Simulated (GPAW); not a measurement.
Ta3N:

```
CELL_PARAMETERS angstrom
3.03222 0.00000 0.00000
-1.51611 2.62598 0.00000
0.00000 0.00000 7.52414
ATOMIC_POSITIONS crystal
Ta 0.66667 0.33333 0.82607
Ta 0.33333 0.66667 0.17393
Ta 0.00000 0.00000 0.50000
N 0.00000 0.00000 0.00000
```

The cell comes from a database or a generator and needn't be the stable form of this composition.

Base run:

| Property | Result |
| --- | --- |
| Program | GPAW 26.7.0 |
| Functional | r2SCAN |
| Potentials or basis | GPAW PAW data sets (gpaw-data 1.2.1) |
| Cutoff | 800 eV |
| Basis | pw |
| k mesh | 7 × 7 × 3 |
| Occupations | fermi-dirac, width 0.05 eV |
| Spin | no spin polarisation |

Its results: pressure -3.1 GPa; largest force 0.202 eV/Å.

**Question.** After a change of settings the same cell gave: pressure -0.6 GPa; largest force 0.242 eV/Å. Which change was it?
A. functional from r2SCAN to PBE
B. functional from r2SCAN to PBEsol; potentials or basis from GPAW PAW data sets (gpaw-data 1.2.1) to PAW data sets generated in the run's folder for this functional
C. functional from r2SCAN to LDA; potentials or basis from GPAW PAW data sets (gpaw-data 1.2.1) to the program's PAW data sets (release 1.2.1) made for this functional

**Answer.** A.

Caveats: the PAW data sets were made with another functional, which shifts forces and pressure a little (some runs).

Not every run made on this cell is shown here.
